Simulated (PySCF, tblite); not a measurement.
# C₃H₁₁GeN₃Si: geometry, infrared bands and NMR shifts

Aim: predict the infrared bands and NMR shifts of C₃H₁₁GeN₃Si (`CNC[Si@H](N)[GeH2][C]#N`).

Programs: tblite 0.8.0 and PySCF 2.14.0, with density-fitted response routines of our own. Each step states its level of theory. These are calculated values for one molecule in the gas phase, unless marked as measured. Atoms are numbered from 0 throughout.

## (1) Starting geometry

19 atoms, charge 0, multiplicity 1; geometry from: force field or distance geometry start.

Bonds of the start (Å): C0–N1 1.45, N1–C2 1.48, C2–Si3 1.86, Si3–N4 1.80, Si3–Ge5 2.31, Ge5–C6 1.90, C6–N7 1.16, C0–H8 1.11, C0–H9 1.12, C0–H10 1.11, N1–H11 1.04, C2–H12 1.11, C2–H13 1.11, Si3–H14 1.46, N4–H15 1.04, N4–H16 1.05, Ge5–H17 1.55, Ge5–H18 1.56.

## (2) Geometry optimisation with GFN2-xTB

Job settings and geometry (Å):

```
{"job": {"kind": "relax", "xc": "GFN2-xTB", "basis": "xTB"}, "charge": 0, "multiplicity": 1}
C     -2.354200     1.539400    -0.302700
N     -1.027100     1.020900    -0.571300
C     -0.973100    -0.426600    -0.288000
Si     0.772000    -1.041900    -0.467300
N      0.810600    -2.811100    -0.135300
Ge     2.117700     0.035700     1.070200
C      2.047800     1.904700     0.751600
N      2.005500     3.045800     0.564800
H     -2.379100     2.623700    -0.537700
H     -3.125100     1.026500    -0.928600
H     -2.626500     1.419200     0.770000
H     -0.824400     1.159000    -1.577200
H     -1.634800    -0.974500    -0.997300
H     -1.311800    -0.634300     0.745300
H      1.258500    -0.773900    -1.817500
H      0.238100    -3.260900    -0.878700
H      1.799700    -3.115400    -0.285100
H      3.581500    -0.465500     0.918300
H      1.614900    -0.261600     2.511900
```

Command:

```
> OMP_NUM_THREADS=1 python probes_run.py task.json out
```

The driver reads the jobs from task.json and runs them one after another.

**Question.** This job is followed by: GFN2-xTB harmonic vibrations, gas phase; GIAO PBE0/pcSseg-1 NMR shielding, non-relativistic, gas phase. Predict these results of the whole session: strongest single infrared mode (GFN2-xTB); zero-point energy (GFN2-xTB); ¹³C shifts against TMS (PBE0/pcSseg-1); ¹H shifts against TMS (PBE0/pcSseg-1, means over atoms taken as alike); ¹⁵N shifts against NH3 (PBE0/pcSseg-1); ²⁹Si shifts against TMS (PBE0/pcSseg-1); ⁷³Ge shifts against GeMe4 (PBE0/pcSseg-1); surface potential, 1st and 99th percentile.

The runs gave:

| quantity | value |
| --- | --- |
| strongest single infrared mode (GFN2-xTB) | 1822 cm⁻¹, 512 km/mol |
| zero-point energy (GFN2-xTB) | 86.7 kcal/mol |
| ¹³C shifts against TMS (PBE0/pcSseg-1) | 126.0, 42.8, 41.9 ppm |
| ¹H shifts against TMS (PBE0/pcSseg-1, means over atoms taken as alike) | 5.88, 4.24, 3.96, 2.84, 2.68, 1.80, 0.50, 0.24 ppm |
| ¹⁵N shifts against NH3 (PBE0/pcSseg-1) | 356.1, 59.5, 8.2 ppm |
| ²⁹Si shifts against TMS (PBE0/pcSseg-1) | -3.2 ppm |
| ⁷³Ge shifts against GeMe4 (PBE0/pcSseg-1) | -326 ppm |
| surface potential, 1st and 99th percentile | -1.95 V and 1.88 V |

Over 122 steps the energy fell by 0.626 eV; of the close pairs, Si3–N4 changed most, 1.800 to 1.722 Å. All 51 modes are real, so the xTB geometry is a minimum. The strongest single mode, at 1822 cm⁻¹, moves mainly H17. GFN2-xTB is a fitted tight-binding method: band positions and strengths are rough. Its intensities can rank the bands wrongly. At PBE0/pcSseg-1: The largest span, 600 ppm, is at N7, where the paramagnetic term is -428 ppm. Spin-orbit coupling is left out, which matters for shieldings and couplings at and beside the heavy atoms.
